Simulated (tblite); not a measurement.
# C7H13NSi: the cost of one run

The runs use tblite 0.8.0 and PySCF 2.14.0, with density-fitted response routines of our own; the level of theory stands in each step. All values are computed, except where a source is named. Atoms count from 0, in the outputs and in this text.

**1. The molecule as given**

22 atoms, charge 0, multiplicity 1; geometry from: force field or distance geometry start.

Bonds of the start (Å): C0–C1 1.48, C1–C2 1.19, C2–Si3 1.85, Si3–C4 1.89, C4–C5 1.53, C4–C6 1.52, C4–C7 1.46, C7–N8 1.28, C0–H9 1.10, C0–H10 1.12, C0–H11 1.13, Si3–H12 1.44, Si3–H13 1.46, C5–H14 1.12, C5–H15 1.09, C5–H16 1.13, C6–H17 1.11, C6–H18 1.12, C6–H19 1.10, C7–H20 1.09, N8–H21 1.05.

**2. Geometry optimisation with GFN2-xTB**

Job settings and geometry (Å):

```
{"job": {"kind": "relax", "xc": "GFN2-xTB", "basis": "xTB"}, "charge": 0, "multiplicity": 1}
C      3.922600    -0.413300     0.703600
C      2.637200    -0.448600    -0.035900
C      1.611300    -0.497800    -0.642900
Si     0.009900    -0.540500    -1.568400
C     -1.272000     0.069700    -0.323900
C     -0.795000     1.458100     0.095800
C     -1.100500    -0.798800     0.914000
C     -2.633100     0.061200    -0.853300
N     -3.539800     0.684700    -0.200200
H      4.711300    -0.310700    -0.053500
H      3.897500     0.464900     1.396300
H      4.062300    -1.353600     1.311000
H      0.127100     0.351700    -2.695700
H     -0.266800    -1.908900    -1.989600
H     -0.360400     1.449800     1.128200
H     -1.615900     2.172300     0.016000
H      0.065800     1.757800    -0.570200
H     -1.703300    -1.727400     0.786000
H     -1.488900    -0.180300     1.764500
H     -0.040900    -1.018300     1.097400
H     -2.965500    -0.440100    -1.759700
H     -3.273200     1.187300     0.678200
```

On the command line:

```
$ OMP_NUM_THREADS=1 python probes_run.py task.json out
```

One launch serves the whole session: the jobs run in the order shown.

Q: Estimate the wall time and peak memory of this first job on 1 thread of Arm Neoverse V1, shared host.

About 1.2 s, with a peak of 0.17 GiB.
